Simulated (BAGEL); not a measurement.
# CH7FSi2 (SMILES F[SiH2]C[SiH3]) at HF/3-21G (density fitting with cc-pvqz-jkfit)

What is the energy change on altering one bond length of CH7FSi2 at HF/3-21G (density fitting with cc-pvqz-jkfit)? 

The calculation is run with BAGEL 1.2.2.

## 1. The system as given

CH7FSi2: 11 atoms, total charge 0, spin state singlet. SMILES: `F[SiH2]C[SiH3]`. Geometry: relaxed at PBE0-D4/def2-TZVP. This is one conformer, not always the lowest.

Bond lengths: F1–Si2 1.604 Å, Si2–C3 1.854 Å, C3–Si4 1.877 Å, Si2–H5 1.484 Å, Si2–H6 1.484 Å, C3–H7 1.097 Å, C3–H8 1.095 Å, Si4–H9 1.485 Å, Si4–H10 1.488 Å, Si4–H11 1.487 Å. Some angles: F1–Si2–C3 109.3°, Si2–C3–Si4 115.3°, F1–Si2–H5 107.5°, F1–Si2–H6 107.1°, C3–Si2–H5 110.7°, C3–Si2–H6 112.0°, Si2–C3–H7 107.4°, Si2–C3–H8 109.5°, Si4–C3–H7 108.3°, Si4–C3–H8 109.0°.

## 2. The energy at HF/3-21G (density fitting with cc-pvqz-jkfit)

input.json

```json
{ "bagel": [

{
  "title": "molecule",
  "basis": "3-21g",
  "df_basis": "cc-pvqz-jkfit",
  "angstrom": "true",
  "geometry": [
    { "atom": "F", "xyz": [      -1.629100,       1.667400,       0.202000 ] },
    { "atom": "Si", "xyz": [      -0.069200,       1.498400,       0.534400 ] },
    { "atom": "C", "xyz": [       0.349200,      -0.305900,       0.605500 ] },
    { "atom": "Si", "xyz": [      -0.157200,      -1.306900,      -0.899700 ] },
    { "atom": "H", "xyz": [       0.694000,       2.172900,      -0.545000 ] },
    { "atom": "H", "xyz": [       0.175700,       2.177500,       1.831400 ] },
    { "atom": "H", "xyz": [       1.437100,      -0.385200,       0.722600 ] },
    { "atom": "H", "xyz": [      -0.101300,      -0.751100,       1.498900 ] },
    { "atom": "H", "xyz": [      -1.636400,      -1.388400,      -0.995700 ] },
    { "atom": "H", "xyz": [       0.369900,      -0.665700,      -2.134100 ] },
    { "atom": "H", "xyz": [       0.392600,      -2.686000,      -0.812200 ] }
  ]
},

{ "title": "hf" },

{ "title": "print", "file": "orbitals.molden", "orbitals": "true" }

]}
```

Started as:

```console
BAGEL_NUM_THREADS=1 BAGEL input.json > input.out
```

Output:

```text
* using 1 threads per process

  ===============================================================
  ===============================================================

  *** Geometry ***

  { "atom" : "F", "xyz" : [     -3.078553,      3.150929,      0.381725 ] },
  { "atom" : "Si", "xyz" : [     -0.130769,      2.831566,      1.009870 ] },
  { "atom" : "C", "xyz" : [      0.659892,     -0.578067,      1.144229 ] },
  { "atom" : "Si", "xyz" : [     -0.297065,     -2.469683,     -1.700187 ] },
  { "atom" : "H", "xyz" : [      1.311470,      4.106186,     -1.029901 ] },
  { "atom" : "H", "xyz" : [      0.332025,      4.114879,      3.460844 ] },
  { "atom" : "H", "xyz" : [      2.715725,     -0.727923,      1.365516 ] },
  { "atom" : "H", "xyz" : [     -0.191429,     -1.419373,      2.832510 ] },
  { "atom" : "H", "xyz" : [     -3.092348,     -2.623696,     -1.881600 ] },
  { "atom" : "H", "xyz" : [      0.699010,     -1.257991,     -4.032865 ] },
  { "atom" : "H", "xyz" : [      0.741906,     -5.075804,     -1.534836 ] },

  Number of auxiliary basis functions:      865

  Since a DF basis is specified, we compute 2- and 3-index integrals:
    o Being stored without compression. Storage requirement is 0.023 GB

  Number of basis functions:       58
  Number of electrons      :       50

    * METHOD: MOLECULE                             0.59

  *** RHF ***

  === Nuclear Repulsion ===
   223.3244812765

      * DIIS with orbital gradients will be used.

  === RHF iteration (3-21g) ===
      0       -715.35964478          0.01911001           0.08
      1       -715.44850493          0.00999087           0.07
      2       -715.47269993          0.00115556           0.07
      3       -715.47331074          0.00028535           0.07
      4       -715.47333723          0.00005338           0.07
      5       -715.47333902          0.00001135           0.07
      6       -715.47333913          0.00000277           0.07
      7       -715.47333913          0.00000047           0.07
      8       -715.47333913          0.00000011           0.08
      9       -715.47333913          0.00000004           0.08
     10       -715.47333913          0.00000001           0.07
     11       -715.47333913          0.00000000           0.07
    * SCF iteration converged.

    * Permanent dipole moment:
           (   -0.769190,     0.273603,    -0.343762) a.u.

    * METHOD: HF                                   1.06

    * METHOD: PRINT                                0.00

  ===============================================================
```

It took 1.8 s on 1 thread of Intel Xeon 6975P-C (Granite Rapids), shared host; peak memory 0.14 GiB.

## 3. The distorted shape, same level

job.json

```json
{ "bagel": [

{
  "title": "molecule",
  "basis": "3-21g",
  "df_basis": "cc-pvqz-jkfit",
  "angstrom": "true",
  "geometry": [
    { "atom": "F", "xyz": [      -2.131182,       3.832571,       0.116680 ] },
    { "atom": "Si", "xyz": [      -0.571282,       3.663571,       0.449080 ] },
    { "atom": "C", "xyz": [       0.349200,      -0.305900,       0.605500 ] },
    { "atom": "Si", "xyz": [      -0.157200,      -1.306900,      -0.899700 ] },
    { "atom": "H", "xyz": [       0.191918,       4.338071,      -0.630320 ] },
    { "atom": "H", "xyz": [      -0.326382,       4.342671,       1.746080 ] },
    { "atom": "H", "xyz": [       1.437100,      -0.385200,       0.722600 ] },
    { "atom": "H", "xyz": [      -0.101300,      -0.751100,       1.498900 ] },
    { "atom": "H", "xyz": [      -1.636400,      -1.388400,      -0.995700 ] },
    { "atom": "H", "xyz": [       0.369900,      -0.665700,      -2.134100 ] },
    { "atom": "H", "xyz": [       0.392600,      -2.686000,      -0.812200 ] }
  ]
},

{
  "title": "hf"
},

{
  "title": "print",
  "file": "orbitals.molden",
  "orbitals": "true"
}

]}
```

Started as:

```console
BAGEL_NUM_THREADS=1 BAGEL job.json > job.out
```

Output:

```text
* using 1 threads per process

  ===============================================================
  ===============================================================

  *** Geometry ***

  { "atom" : "F", "xyz" : [     -4.027350,      7.242510,      0.220493 ] },
  { "atom" : "Si", "xyz" : [     -1.079567,      6.923146,      0.848638 ] },
  { "atom" : "C", "xyz" : [      0.659892,     -0.578067,      1.144229 ] },
  { "atom" : "Si", "xyz" : [     -0.297065,     -2.469683,     -1.700187 ] },
  { "atom" : "H", "xyz" : [      0.362672,      8.197766,     -1.191132 ] },
  { "atom" : "H", "xyz" : [     -0.616773,      8.206459,      3.299613 ] },
  { "atom" : "H", "xyz" : [      2.715725,     -0.727923,      1.365516 ] },
  { "atom" : "H", "xyz" : [     -0.191429,     -1.419373,      2.832510 ] },
  { "atom" : "H", "xyz" : [     -3.092348,     -2.623696,     -1.881600 ] },
  { "atom" : "H", "xyz" : [      0.699010,     -1.257991,     -4.032865 ] },
  { "atom" : "H", "xyz" : [      0.741906,     -5.075804,     -1.534836 ] },

  Number of auxiliary basis functions:      865

  Since a DF basis is specified, we compute 2- and 3-index integrals:
    o Being stored without compression. Storage requirement is 0.023 GB

  Number of basis functions:       58
  Number of electrons      :       50

    * METHOD: MOLECULE                             0.60

  *** RHF ***

  === Nuclear Repulsion ===
   176.3395190879

      * DIIS with orbital gradients will be used.

  === RHF iteration (3-21g) ===
      0       -714.94772813          0.02469883           0.08
      1       -714.86955223          0.02811712           0.08
      2       -715.20915893          0.00623849           0.08
      3       -715.22796046          0.00217159           0.08
      4       -715.23006916          0.00102415           0.08
      5       -715.23056855          0.00035626           0.08
      6       -715.23062647          0.00009076           0.08
      7       -715.23063091          0.00001391           0.08
      8       -715.23063105          0.00000426           0.08
      9       -715.23063106          0.00000103           0.08
     10       -715.23063106          0.00000043           0.08
     11       -715.23063106          0.00000008           0.08
     12       -715.23063106          0.00000003           0.08
     13       -715.23063106          0.00000001           0.08
    * SCF iteration converged.

    * Permanent dipole moment:
           (   -0.816419,     0.159663,    -0.376517) a.u.

    * METHOD: HF                                   1.24

    * METHOD: PRINT                                0.00

  ===============================================================
```

It took 2 s on 1 thread of Intel Xeon 6975P-C (Granite Rapids), shared host; peak memory 0.14 GiB.

## 4. Summary of results

At HF/3-21G (density fitting with cc-pvqz-jkfit):

| quantity | value |
| --- | --- |
| first shape: total energy | -715.47334 Eh |
| first shape: dipole moment | 2.25 D |
| first shape: HOMO energy | -11.98 eV |
| first shape: LUMO energy | 4.32 eV |
| first shape: HOMO–LUMO gap | 16.29 eV |
| distorted shape: total energy | -715.23063 Eh |
| distorted shape: dipole moment | 2.32 D |
| distorted shape: HOMO energy | -6.98 eV |
| distorted shape: LUMO energy | -1.45 eV |
| distorted shape: HOMO–LUMO gap | 5.54 eV |
| energy change with the Si2–C3 bond stretched from 1.854 to 4.078 Å | 6.604 eV |

What this shows: One bond (distorted shape) is far stretched, which a spin-restricted single reference describes badly; a broken-symmetry solution may lie lower. With the Si2–C3 bond stretched from 1.854 to 4.078 Å the energy rises by 6.60 eV (152 kcal/mol). The first shape isn't relaxed at this level, so the change isn't measured from a minimum. A restricted reference can't describe the breaking bond well at this length.
